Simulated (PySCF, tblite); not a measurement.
# C₆H₁₈N₂Si: geometry, infrared bands and NMR shifts

What infrared bands and NMR shifts should C₆H₁₈N₂Si (`CCN(N(C)C)[SiH](C)C`) show?

Computed with tblite 0.8.0 and PySCF 2.14.0, with density-fitted response routines of our own, on a single molecule in the gas phase. Atoms are numbered from 0 throughout.

**1. The molecule as given**

27 atoms, charge 0, multiplicity 1; geometry from: force field or distance geometry start.

Bonds of the start (Å): C0–C1 1.52, C1–N2 1.44, N2–N3 1.39, N3–C4 1.46, N3–C5 1.45, N2–Si6 1.75, Si6–C7 1.87, Si6–C8 1.84, C0–H9 1.12, C0–H10 1.09, C0–H11 1.12, C1–H12 1.12, C1–H13 1.09, C4–H14 1.12, C4–H15 1.10, C4–H16 1.11, C5–H17 1.11, C5–H18 1.12, C5–H19 1.10, Si6–H20 1.48, C7–H21 1.11, C7–H22 1.13, C7–H23 1.11, C8–H24 1.12, C8–H25 1.12, C8–H26 1.12.

**2. Relaxing the molecule with GFN2-xTB**

What the job is given:

```
{"job": {"kind": "relax", "xc": "GFN2-xTB", "basis": "xTB"}, "charge": 0, "multiplicity": 1}
C     -0.196600     2.386200    -0.050100
C     -1.112100     1.310600    -0.608800
N     -0.746700     0.072000     0.035100
N     -1.508000    -1.012600    -0.384800
C     -2.048500    -1.628500     0.828600
C     -0.785200    -1.948400    -1.222700
Si     0.959300    -0.246300     0.245100
C      1.555100     0.473700     1.866700
C      2.061700     0.314500    -1.114500
H     -0.716100     3.373400    -0.107100
H      0.741700     2.421600    -0.607000
H     -0.077300     2.166300     1.036900
H     -2.142600     1.585200    -0.252200
H     -1.116500     1.280300    -1.700100
H     -1.495100    -1.176900     1.688900
H     -1.930700    -2.720800     0.880900
H     -3.114000    -1.351400     0.940800
H      0.150800    -1.451900    -1.558200
H     -0.469300    -2.863900    -0.650900
H     -1.348500    -2.201200    -2.133900
H      1.132300    -1.712300     0.379600
H      0.738700     0.554700     2.612000
H      2.329300    -0.253500     2.254300
H      2.099000     1.424800     1.717700
H      1.524200     0.663200    -2.030100
H      2.748500    -0.538200    -1.346800
H      2.746800     1.105800    -0.707300
```

On the command line:

```sh
$ OMP_NUM_THREADS=1 python probes_run.py task.json out
```

This one command runs all jobs of the session in turn.

**Question.** This job is followed by: GFN2-xTB harmonic vibrations, gas phase; GIAO PBE0/pcSseg-1 NMR shielding, non-relativistic, gas phase. Predict these results of the whole session: strongest single infrared mode (GFN2-xTB); zero-point energy (GFN2-xTB); 13C shifts against TMS (PBE0/pcSseg-1, means over atoms taken as alike); 1H shifts against TMS (PBE0/pcSseg-1, means over atoms taken as alike); 15N shifts against NH3 (PBE0/pcSseg-1); 29Si shifts against TMS (PBE0/pcSseg-1); surface potential, 1st and 99th percentile.

As calculated:

```
                                                               quantity                             value
                              strongest single infrared mode (GFN2-xTB)             2154 cm⁻¹, 352 km/mol
                                           zero-point energy (GFN2-xTB)                    147.0 kcal/mol
13C shifts against TMS (PBE0/pcSseg-1, means over atoms taken as alike)         51.0, 49.7, 19.6, 1.4 ppm
 1H shifts against TMS (PBE0/pcSseg-1, means over atoms taken as alike)  5.34, 2.86, 2.67, 1.05, 0.09 ppm
                                 15N shifts against NH3 (PBE0/pcSseg-1)                   107.6, 88.5 ppm
                                29Si shifts against TMS (PBE0/pcSseg-1)                         -30.6 ppm
                                  surface potential, 1st and 99th percentile                -0.99 V and 0.61 V
```

Over 256 steps the energy fell by 1.272 eV; of the close pairs, Si6–C8 changed most, 1.838 to 1.897 Å. No mode is imaginary among the 75: a minimum at this level. The strongest single mode, at 2154 cm⁻¹, moves mainly H20. Unscaled tight-binding wavenumbers are off by several per cent, some by more. Its intensities can rank the bands wrongly. C1 (sp3 CH2 bonded to N) lies farthest downfield among carbon, at 51.0 ppm; pulled downfield by the heteroatom. At PBE0/pcSseg-1: The widest tensor belongs to N3: span 143 ppm, with a paramagnetic part of -141 ppm.
